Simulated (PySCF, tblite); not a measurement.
# C₅H₉BO₂S: geometry, infrared bands and NMR shifts

Aim: predict the infrared bands and NMR shifts of C₅H₉BO₂S (`C=CCO[C@H]1CSBO1`).

Computed with tblite 0.8.0 and PySCF 2.14.0, with density-fitted response routines of our own, on a single molecule in the gas phase. Atoms are numbered from 0 throughout.

## 1. Starting geometry

18 atoms, charge 0, multiplicity 1; geometry from: force field or distance geometry start.

Bonds of the start (Å): C0–C1 1.33, C1–C2 1.47, C2–O3 1.40, O3–C4 1.39, C4–C5 1.50, C5–S6 1.83, S6–B7 1.90, B7–O8 1.47, O8–C4 1.37, C0–H9 1.07, C0–H10 1.07, C1–H11 1.10, C2–H12 1.10, C2–H13 1.10, C4–H14 1.11, C5–H15 1.10, C5–H16 1.12, B7–H17 1.18.

## 2. Relaxing the molecule with GFN2-xTB

The job: settings as JSON, then the geometry in Å.

```
{"job": {"kind": "relax", "xc": "GFN2-xTB", "basis": "xTB"}, "charge": 0, "multiplicity": 1}
C      2.589300    -0.669900    -0.630800
C      1.846200    -0.009100     0.259700
C      1.054200     1.188600    -0.048400
O     -0.309600     1.024100     0.196300
C     -0.821900    -0.037300    -0.547100
C     -1.332600    -1.184700     0.271100
S     -3.112400    -0.797100     0.445000
B     -2.989100     0.719300    -0.700800
O     -1.781600     0.354400    -1.447100
H      2.569700    -0.287700    -1.633800
H      3.146000    -1.541900    -0.343000
H      1.836800    -0.381400     1.300000
H      1.254100     1.478900    -1.088000
H      1.399100     2.036600     0.569000
H      0.029500    -0.416400    -1.148900
H     -1.160500    -2.180100    -0.159200
H     -0.906200    -1.070700     1.298500
H     -3.319900     1.780700    -0.307800
```

Command:

```bash
> OMP_NUM_THREADS=1 python probes_run.py task.json out
```

This one command runs all jobs of the session in turn.

What it wrote:

```text
step      E/eV     max force
  0    -758.88733    3.121
  1    -759.24659    1.827
  2    -759.42920    1.362
  3    -759.57629    1.350
  4    -759.70658    0.846
  5    -759.75929    0.947
  6    -759.85582    0.780
  7    -759.93154    0.880
  8    -760.00655    0.947
  9    -760.07164    0.690
 10    -760.12315    0.471
 11    -760.15530    0.567
 12    -760.18615    0.625
 13    -760.21715    0.407
 14    -760.24108    0.438
 15    -760.26328    0.438
 16    -760.28394    0.375
 17    -760.30327    0.400
 18    -760.32016    0.416
 19    -760.33331    0.346
 20    -760.34344    0.276
 21    -760.35239    0.183
 22    -760.35602    0.167
 23    -760.36069    0.162
 24    -760.36484    0.247
 25    -760.36952    0.238
 26    -760.37283    0.129
 27    -760.37446    0.071
 28    -760.37525    0.071
 29    -760.37597    0.082
 30    -760.37669    0.065
 31    -760.37737    0.049
 32    -760.37795    0.060
 33    -760.37846    0.070
 34    -760.37896    0.064
 35    -760.37947    0.054
 36    -760.38005    0.060
 37    -760.38080    0.074
 38    -760.38174    0.086
 39    -760.38270    0.087
 40    -760.38358    0.078
 41    -760.38443    0.081
 42    -760.38546    0.107
 43    -760.38676    0.117
 44    -760.38799    0.095
 45    -760.38882    0.073
 46    -760.38954    0.075
 47    -760.39051    0.096
 48    -760.39171    0.105
 49    -760.39298    0.080
 50    -760.39414    0.072
 51    -760.39521    0.073
 52    -760.39633    0.075
 53    -760.39753    0.097
 54    -760.39862    0.086
 55    -760.39931    0.067
 56    -760.39913    0.130
 57    -760.40017    0.053
 58    -760.40052    0.047
 59    -760.40129    0.067
 60    -760.40184    0.076
 61    -760.40254    0.060
 62    -760.40310    0.063
 63    -760.40356    0.057
 64    -760.40394    0.058
 65    -760.40434    0.052
 66    -760.40478    0.056
 67    -760.40513    0.066
 68    -760.40558    0.057
 69    -760.40632    0.064
 70    -760.40733    0.067
 71    -760.40807    0.082
 72    -760.40889    0.083
 73    -760.41029    0.081
 74    -760.41254    0.101
 75    -760.41554    0.153
 76    -760.41892    0.212
 77    -760.41747    0.551
 78    -760.42919    0.235
 79    -760.43648    0.213
 80    -760.44682    0.167
 81    -760.43894    0.527
 82    -760.45512    0.152
 83    -760.45845    0.118
 84    -760.46349    0.159
 85    -760.46709    0.145
 86    -760.47612    0.195
 87    -760.48188    0.187
 88    -760.48441    0.241
 89    -760.48751    0.183
 90    -760.49116    0.114
 91    -760.49346    0.082
 92    -760.49442    0.084
 93    -760.49487    0.048
 94    -760.49518    0.047
 95    -760.49551    0.035
 96    -760.49574    0.035
 97    -760.49594    0.036
 98    -760.49616    0.035
 99    -760.49642    0.033
100    -760.49673    0.038
101    -760.49706    0.043
102    -760.49736    0.040
103    -760.49760    0.034
104    -760.49779    0.028
105    -760.49791    0.021
106    -760.49800    0.021
107    -760.49807    0.019
108    -760.49813    0.018
109    -760.49817    0.015
110    -760.49819    0.011
111    -760.49821    0.012
112    -760.49822    0.010
```

Wall time 2.8 s (1 thread of Intel Xeon at 2.50GHz, shared host); peak memory 0.18 GiB.

Along the way: (not every step is listed)

| step | energy from step 0 (eV) | largest force (eV/Å) |
| --- | --- | --- |
| 0 | 0.0000 | 3.1210 |
| 1 | -0.3593 | 1.8272 |
| 2 | -0.5419 | 1.3621 |
| 3 | -0.6890 | 1.3498 |
| 4 | -0.8193 | 0.8458 |
| 5 | -0.8720 | 0.9470 |
| 6 | -0.9685 | 0.7795 |
| 7 | -1.0442 | 0.8802 |
| 8 | -1.1192 | 0.9467 |
| 17 | -1.4159 | 0.3995 |
| 26 | -1.4855 | 0.1290 |
| 35 | -1.4921 | 0.0536 |
| 44 | -1.5007 | 0.0951 |
| 53 | -1.5102 | 0.0973 |
| 62 | -1.5158 | 0.0633 |
| 71 | -1.5207 | 0.0822 |
| 80 | -1.5595 | 0.1672 |
| 89 | -1.6002 | 0.1826 |
| 98 | -1.6088 | 0.0346 |
| 107 | -1.6107 | 0.0191 |
| 108 | -1.6108 | 0.0179 |
| 109 | -1.6108 | 0.0151 |
| 110 | -1.6109 | 0.0106 |
| 111 | -1.6109 | 0.0121 |
| 112 | -1.6109 | 0.0099 |

Distances of close pairs at the start and the end, largest changes first:

| bond | before (Å) | after (Å) | change (Å) |
| --- | --- | --- | --- |
| B7–O8 | 1.466 | 1.336 | -0.130 |
| S6–B7 | 1.905 | 1.787 | -0.117 |
| C4–O8 | 1.373 | 1.411 | +0.038 |
| C4–C5 | 1.499 | 1.537 | +0.038 |
| C1–C2 | 1.469 | 1.500 | +0.032 |
| C5–H16 | 1.118 | 1.089 | -0.029 |
| C2–O3 | 1.395 | 1.424 | +0.029 |
| C1–H11 | 1.105 | 1.082 | -0.023 |

The final coordinates are the input of the step that follows.

## 3. Harmonic vibrations with GFN2-xTB

The job: settings as JSON, then the geometry in Å.

```
{"job": {"kind": "ir", "xc": "GFN2-xTB", "basis": "xTB"}, "charge": 0, "multiplicity": 1}
C      2.893599    -0.200194    -1.151053
C      2.172942    -0.097003    -0.050696
C      1.154693     0.977400     0.193878
O     -0.039554     0.470224     0.780809
C     -0.800217    -0.333823    -0.060355
C     -1.920326    -0.957737     0.786360
S     -3.509826    -0.279594     0.196208
B     -2.671271     0.615807    -1.103784
O     -1.348052     0.432165    -1.110708
H      2.783918     0.497328    -1.965343
H      3.630338    -0.974470    -1.279605
H      2.286084    -0.802273     0.762375
H      0.921354     1.514251    -0.733142
H      1.533560     1.688903     0.934602
H     -0.165871    -1.105538    -0.533404
H     -1.954536    -2.040949     0.691710
H     -1.784284    -0.676792     1.829360
H     -3.191307     1.278613    -1.902363
```

What it wrote:

```text
mode    cm-1     km/mol
  1      34.4      1.40
  2      40.1      0.38
  3      60.7      0.89
  4     116.1      2.38
  5     200.8      1.17
  6     274.4     10.48
  7     316.6      4.02
  8     358.9      0.74
  9     462.1      4.17
 10     524.1      2.27
 11     542.2     16.86
 12     624.1      2.76
 13     670.4     12.43
 14     713.2     61.96
 15     745.9     25.57
 16     766.3     18.82
 17     832.5      1.89
 18     901.9     14.50
 19     909.2     32.22
 20     919.0     15.05
 21     946.2      7.33
 22     999.1     62.89
 23    1009.6     24.89
 24    1029.0     64.56
 25    1046.6     31.56
 26    1085.8    205.03
 27    1118.0     26.96
 28    1141.9     75.19
 29    1191.0    168.57
 30    1209.6      0.96
 31    1221.6     16.76
 32    1261.6      3.45
 33    1295.2    123.79
 34    1311.6     18.30
 35    1323.1     13.79
 36    1409.5      0.07
 37    1429.4      3.60
 38    1439.1      2.87
 39    1715.6      4.00
 40    2732.5     85.52
 41    2820.2     52.64
 42    2917.7     26.38
 43    2941.7     18.01
 44    3007.5      7.41
 45    3012.5      1.03
 46    3063.5     23.24
 47    3101.4     17.39
 48    3130.1     38.39
```

Run time: 2.4 s. Hardware: 1 thread of Intel Xeon at 2.50GHz, shared host; peak memory 0.18 GiB.

Which atoms move in the most intense modes:

| cm⁻¹ | km/mol | atoms |
| --- | --- | --- |
| 713 | 62.0 | H17 73 %, B7 24 % |
| 999 | 62.9 | H17 30 %, C4 16 %, O8 13 % |
| 1029 | 64.6 | H11 40 %, H9 30 % |
| 1086 | 205.0 | O3 26 %, C4 21 %, C2 15 %, H14 10 % |
| 1142 | 75.2 | H16 16 %, C4 15 %, C1 12 %, C2 11 % |
| 1191 | 168.6 | B7 36 %, O8 24 %, H14 15 % |
| 1295 | 123.8 | H14 58 %, C4 16 % |
| 2732 | 85.5 | H17 92 % |

## 4. Nuclear shieldings: PBE0/pcSseg-1

Same as in step 3 but for these lines:

```diff
@@ -1,2 +1,2 @@
-{"job": {"kind": "ir", "xc": "GFN2-xTB", "basis": "xTB"}, "charge": 0, "multiplicity": 1}
+{"job": {"kind": "nmr", "xc": "PBE0", "basis": "pcSseg-1"}, "charge": 0, "multiplicity": 1}
 C      2.893599    -0.200194    -1.151053
```

Method: GIAO PBE0/pcSseg-1 NMR shielding, non-relativistic, gas phase.

What it wrote:

```text
coarse grid: 15896 points
cycle   1  E = -768.6605418358  dE =  1.388e+00  |g| = 7.655e-01  |ddm| = 3.811e+00
cycle   2  E = -768.5550296631  dE =  1.055e-01  |g| = 1.099e+00  |ddm| = 1.273e+00
cycle   3  E = -768.7677089575  dE = -2.127e-01  |g| = 1.122e-01  |ddm| = 8.044e-01
cycle   4  E = -768.7700304820  dE = -2.322e-03  |g| = 4.535e-02  |ddm| = 1.232e-01
cycle   5  E = -768.7704362861  dE = -4.058e-04  |g| = 1.443e-02  |ddm| = 4.205e-02
cycle   6  E = -768.7704725271  dE = -3.624e-05  |g| = 4.434e-03  |ddm| = 1.275e-02
cycle   7  E = -768.7704761846  dE = -3.657e-06  |g| = 8.754e-04  |ddm| = 3.861e-03
final grid: 149760 points
cycle   8  E = -768.8477097256  dE = -4.048e-05  |g| = 1.407e-02  |ddm| = 3.357e-02
cycle   9  E = -768.8476754845  dE =  3.424e-05  |g| = 1.980e-02  |ddm| = 2.171e-02
cycle  10  E = -768.8477477570  dE = -7.227e-05  |g| = 1.522e-03  |ddm| = 1.301e-02
cycle  11  E = -768.8477482590  dE = -5.020e-07  |g| = 2.045e-04  |ddm| = 1.479e-03
cycle  12  E = -768.8477482687  dE = -9.712e-09  |g| = 8.695e-05  |ddm| = 3.176e-04
cycle  13  E = -768.8477482705  dE = -1.828e-09  |g| = 3.169e-05  |ddm| = 1.111e-04
cycle  14  E = -768.8477482707  dE = -1.967e-10  |g| = 9.424e-06  |ddm| = 2.653e-05
converged SCF energy = -768.8477482707

GIAO shielding tensors (ppm)
atom      isotropic    diamagn.    paramagn.     s11        s22        s33       span
  0 C       59.857     253.293    -193.436    -58.876     73.472    164.974    223.849
  1 C       42.041     258.201    -216.160    -72.674     49.390    149.406    222.080
  2 C      113.874     244.609    -130.736     84.758    106.000    150.864     66.106
  3 O      220.029     400.144    -180.115    172.257    231.528    256.304     84.047
  4 C       78.911     244.033    -165.123     40.404     86.386    109.942     69.539
  5 C      145.964     252.527    -106.564    113.795    151.142    172.954     59.159
  6 S      503.140    1057.031    -553.891    340.042    459.018    710.361    370.318
  7 B       57.822     195.777    -137.954     18.565     62.883     92.020     73.455
  8 O      107.523     395.082    -287.558    -17.433     92.507    247.495    264.928
  9 H       25.991      30.764      -4.773     22.469     25.632     29.874      7.404
 10 H       26.061      28.312      -2.251     22.774     25.393     30.015      7.240
 11 H       25.548      32.278      -6.730     22.828     25.433     28.382      5.555
 12 H       27.127      31.701      -4.574     22.801     26.974     31.606      8.805
 13 H       27.136      29.406      -2.270     22.545     26.860     32.003      9.458
 14 H       25.587      32.798      -7.211     22.367     25.415     28.979      6.612
 15 H       28.437      30.615      -2.178     22.585     27.559     35.167     12.581
 16 H       28.526      31.489      -2.962     23.127     28.112     34.340     11.214
 17 H       26.483      29.169      -2.686     24.595     24.886     29.968      5.373
```

It took 2 min on 1 thread of Intel Xeon at 2.50GHz, shared host; peak memory 0.93 GiB.

The references, computed at this level on geometries of the same kind, shield at (ppm): ¹H TMS 31.72, ¹³C TMS 186.9, ¹⁷O H2O 336.1, ¹¹B BF3·OEt2 100.1, ³³S CS2 504. Their shielding less the atom's gives the shift. The references are single molecules in the gas phase, so shifts against H2O, NH3, PH3, H3PO4 or CFCl3 are not on the usual liquid scales and can be off by tens of ppm.

| atoms | environment | σ (ppm) | δ (ppm) | δ scaled to CDCl3 |
| --- | --- | --- | --- | --- |
| C1 | alkene CH | 42.0 | 144.9 | 139.5 |
| C0 | terminal =CH2 carbon | 59.9 | 127.1 | 122.1 |
| C4 | sp3 carbon bearing two oxygens | 78.9 | 108.0 | 103.5 |
| C2 | allylic sp3 CH2 bonded to O | 113.9 | 73.1 | 69.4 |
| C5 | sp3 CH2 bonded to S | 146.0 | 41.0 | 33.7 |
| H11 | hydrogen on an alkene CH | 25.55 | 6.17 | 5.92 |
| H14 | hydrogen on an sp3 carbon bearing two oxygens | 25.59 | 6.13 | 5.88 |
| H9 | hydrogen on a terminal =CH2 carbon | 25.99 | 5.73 | 5.50 |
| H10 | hydrogen on a terminal =CH2 carbon | 26.06 | 5.66 | 5.44 |
| H17 | hydrogen on a boron bonded to O, S, in a 5-membered ring | 26.48 | 5.23 | – |
| H12 | hydrogen on an allylic sp3 CH2 bonded to O | 27.13 | 4.59 | 4.43 |
| H13 | hydrogen on an allylic sp3 CH2 bonded to O | 27.14 | 4.58 | 4.42 |
| H15 | hydrogen on an sp3 CH2 bonded to S | 28.44 | 3.28 | 3.20 |
| H16 | hydrogen on an sp3 CH2 bonded to S | 28.53 | 3.19 | 3.11 |
| O8 | oxygen bonded to C, B, in a 5-membered ring | 107.5 | 228.6 | – |
| O3 | ether oxygen | 220.0 | 116.0 | – |
| S6 | sulfur bonded to C, B, in a 5-membered ring | 503 | 1 | – |
| B7 | boron bonded to O, S, H, in a 5-membered ring | 57.8 | 42.2 | – |

The scaled column applies a straight-line fit of computed shieldings to shifts measured in CDCl3, with any fitted terms for Cl, Br or S neighbours (root-mean-square error 0.16 ppm for H, 1.9 ppm for C).

Charges from the same density, by scheme (e):

| atoms | Mulliken | IAO | Hirshfeld | ESP fit |
| --- | --- | --- | --- | --- |
| C0 | -0.12 | -0.31 | -0.09 | -0.42 |
| C1 | -0.31 | -0.16 | -0.05 | -0.17 |
| C2 | 0.11 | -0.07 | 0.00 | 0.12 |
| O3 | -0.51 | -0.39 | -0.14 | -0.38 |
| C4 | 0.33 | 0.26 | 0.12 | 0.23 |
| C5 | -0.30 | -0.36 | -0.08 | -0.02 |
| S6 | -0.18 | 0.06 | -0.04 | -0.26 |
| B7 | 0.35 | 0.09 | 0.13 | 0.33 |
| O8 | -0.47 | -0.38 | -0.17 | -0.34 |

Mayer bond orders: C0–C1 1.96, C1–C2 1.04, C2–O3 0.88, O3–C4 0.96, C4–C5 1.01, C5–S6 1.02, S6–B7 1.13, B7–O8 1.20, O8–C4 0.89.

Ring of atoms C4, C5, S6, B7, O8: NICS(0) -6.4, NICS(1) -3.8, NICS(1)zz -4.0 ppm (means of both faces).

The fields below are evaluated on a grid from the run's orbitals.

Frontier orbitals at PBE0/pcSseg-1, with the share of their density that lies nearest to each atom:

| orbital | energy (eV) | lies on |
| --- | --- | --- |
| HOMO | -7.24 | S6 70 %; O8 8 %; B7 7 % |
| LUMO | -0.14 | C0, C1 about 29 % each; H9, H10 about 9 % each; H11 7 % |

ELF in a plane through or near 8 of the atoms.

Ten even steps from '0' (0.00) to '9' (1.00):
```
0000000000000000000000000000
0000000000000000000000000000
0000000000000000000110000000
0000000000000000006999500000
0000000000000000007999920000
0000004630000023106999810000
0000049990020068753497200000
0000059990021079674823100000
0000137761010027575498543000
0000245576530043730623187300
0000246781540159173618198400
0000012355620143883875898300
0000000399930001433433554100
0000000499930000256410111000
0000000189810000023100000000
0000000002000000000000000000
0000000000000000000000000000
0000000000000000000000000000
0000000000000000000000000000
0000000000000000000000000000
```
The map spans 12.6 Å across and 10.1 Å up, centred on the molecule. Atoms in the plane (x, y in Å): C1 (-2.1, -0.4), C4 (0.8, -0.2), C5 (2.1, -1.2), S6 (3.5, -0.1), B7 (2.5, 1.4), O8 (1.2, 1.1), H11 (-2.1, -1.5), H17 (2.9, 2.5).

On the surface of density 0.002 e/bohr³ the electrostatic potential runs, from the 1st to the 99th percentile, from -1.01 V near O3 to 1.00 V near H15.

## 5. Results

```
                                   quantity                                                     value
  strongest single infrared mode (GFN2-xTB)                                     1086 cm⁻¹, 205 km/mol
               zero-point energy (GFN2-xTB)                                             85.7 kcal/mol
     ¹³C shifts against TMS (PBE0/pcSseg-1)                       144.9, 127.1, 108.0, 73.1, 41.0 ppm
      ¹H shifts against TMS (PBE0/pcSseg-1)  6.17, 6.13, 5.73, 5.66, 5.23, 4.59, 4.58, 3.28, 3.19 ppm
     ¹⁷O shifts against H2O (PBE0/pcSseg-1)                                          228.6, 116.0 ppm
     ³³S shifts against CS2 (PBE0/pcSseg-1)                                                     1 ppm
¹¹B shifts against BF3·OEt2 (PBE0/pcSseg-1)                                                  42.2 ppm
      surface potential, 1st and 99th percentile                                        -1.01 V and 1.00 V
```

Relaxing lowered the energy by 1.611 eV in 112 steps; the close pair that moved most is B7–O8, from 1.466 to 1.336 Å. All 48 modes are real, so the xTB geometry is a minimum. The strongest single mode, at 1086 cm⁻¹, is spread over several atoms, O3, C4, C2, H14 among them. Unscaled tight-binding wavenumbers are off by several per cent, some by more. Its intensities can rank the bands wrongly. The most deshielded carbon is C1 (alkene CH), at 144.9 ppm: the olefinic region. H11 (hydrogen on an alkene CH) lies farthest downfield among hydrogen, at 6.17 ppm; olefinic region. At PBE0/pcSseg-1: Shielding is most anisotropic at S6 (span 370 ppm, paramagnetic term -554 ppm).
